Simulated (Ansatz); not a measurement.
# NbH2: structure and electronic properties

The task here is to estimate one member of a computed series from the others.

Computed with Ansatz 0.2.0 (DFT r2SCAN, scalar-relativistic, plane waves, PAW, unless a step's input says otherwise).

## Starting point

The structure is cubic, space group Fm-3m (No. 225). The conventional cell has a = 4.563 Å, b = 4.563 Å, c = 4.563 Å, α = 90.00°, β = 90.00°, γ = 90.00°. Nb (site symmetry m-3m) is surrounded by 8 H at 1.98 Å. H (site symmetry -43m) has 4 Nb at 1.98 Å as nearest neighbours.

Coordinates:

```xyz
3
Lattice="0.0000 2.2815 2.2815 2.2815 0.0000 2.2815 2.2815 2.2815 0.0000" Properties=species:S:1:pos:R:3 pbc="T T T"
Nb    0.0000    0.0000    0.0000
H     1.1407    1.1407    1.1407
H     3.4223    3.4223    3.4223
```

The structure comes from the Crystallography Open Database.

Set-up of the first run:

(A quick probe on a coarse mesh, which set the mesh and smearing, is not shown.)

Input file input.yaml:

```yaml
crystal:
  lattice:
    - [0.0, 2.2815, 2.2815]
    - [2.2815, 0.0, 2.2815]
    - [2.2815, 2.2815, 0.0]
  atoms:
    - { symbol: Nb, position: [0.0, 0.0, 0.0] }
    - { symbol: H, position: [0.25, 0.25, 0.25] }
    - { symbol: H, position: [0.75, 0.75, 0.75] }
basis:
  ecutwfc: 500
kpoints:
  mp_grid: { grid: [16, 16, 16] }
hamiltonian:
  xc: r2scan
scf:
  occupations: { method: gaussian, width: 0.1 }
output:
  forces: true
  stress: true
  eigenvalues: true
  write_density: true
  write_potential: true
  elf: true
  volumetric_format: npy
relax:
  adjacent_minimum: "off"
  f_tol: 0.005
  max_steps: 80
  cell: { stress_tol: 0.05 }
```

Command:

```bash
> ansatz run input.yaml --threads 1 --pin off --max-ram 2560MiB --backend cpu --events-out ev --progress --plain --runs-dir out
```

Steps of the session up to this table: The relaxation; Static run: bands, density of states and charges; Point at V/V0 = 0.97; The cell scaled to 1.03 of its volume; The cell scaled to 0.94 of its volume; The cell scaled to 1.06 of its volume.

One of the session's tables, all rows but one given; the rest of the session is left out.

It belongs to the step «Fit of the equation of state». 

| volume (Å³/atom) | energy above the lowest point (meV/atom) | pressure (GPa) |
| --- | --- | --- |
| 7.363 | 18.2 | 13.10 |
| 7.598 | 4.3 | 6.05 |
| 7.833 | 0.0 | 0.00 |
| 8.068 | ? | ? |
| 8.303 | 15.0 | -9.65 |

Q: Estimate the row for volume (Å³/atom) = 8.068 from the others.

Worked estimate for «energy above the lowest point (meV/atom)». A straight line through the neighbours (7.833, 0.0) and (8.303, 15.0) gives 0.0 + (15.0 − 0.0) × (8.068 − 7.833) / (8.303 − 7.833) = 7.5; a parabola fitted to 3 rows on both sides gives 3.6.

**Answer.** energy above the lowest point (meV/atom): 3.9; pressure (GPa): -5.19. In «energy above the lowest point (meV/atom)» the line misses by +3.6 and the parabola by -0.3.

To keep in mind: The start is a reported cell, which holds thermal expansion that this zero-temperature run lacks.
